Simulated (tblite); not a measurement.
# C5H13GePS: the cost of one run

Computed with tblite 0.8.0 and PySCF 2.14.0, with density-fitted response routines of our own, on a single molecule in the gas phase. Atoms count from 0, in the outputs and in this text.

### Step 1. The starting structure

21 atoms, charge 0, multiplicity 1; geometry from: force field or distance geometry start.

Bonds of the start (Å): C0–C1 1.34, C1–C2 1.53, C2–C3 1.52, C3–Ge4 1.94, Ge4–P5 2.26, Ge4–S6 2.23, S6–C7 1.82, C0–H8 1.09, C0–H9 1.11, C1–H10 1.07, C2–H11 1.11, C2–H12 1.10, C3–H13 1.12, C3–H14 1.11, Ge4–H15 1.56, P5–H16 1.45, P5–H17 1.45, C7–H18 1.09, C7–H19 1.11, C7–H20 1.12.

### Step 2. Optimising the geometry with GFN2-xTB

The job: settings as JSON, then the geometry in Å.

```
{"job": {"kind": "relax", "xc": "GFN2-xTB", "basis": "xTB"}, "charge": 0, "multiplicity": 1}
C     -3.856500     0.012300     0.236000
C     -2.863600     0.856900    -0.083600
C     -1.457800     0.421200     0.319500
C     -0.664800     0.347500    -0.976100
Ge     1.148000    -0.205300    -0.577900
P      1.112400    -1.946100     0.858900
S      2.355100     1.468700     0.279900
C      3.984000     0.746000     0.662600
H     -3.638600    -0.928100     0.750900
H     -4.903700     0.269000    -0.015900
H     -3.031700     1.793500    -0.583500
H     -1.045300     1.156900     1.043800
H     -1.565600    -0.593900     0.723400
H     -1.129700    -0.495200    -1.556900
H     -0.710700     1.288600    -1.558700
H      1.789500    -0.564000    -1.950100
H     -0.237900    -2.319500     1.226300
H      1.784200    -3.098300     0.279800
H      4.021900    -0.287500     0.304800
H      4.112900     0.752300     1.761000
H      4.789100     1.342100     0.164900
```

Launch:

```sh
$ OMP_NUM_THREADS=1 python probes_run.py task.json out
```

The driver reads the jobs from task.json and runs them one after another.

Q: Estimate the wall time of this first job on 1 thread of Arm Neoverse N1, shared host.

About 3.7 s.
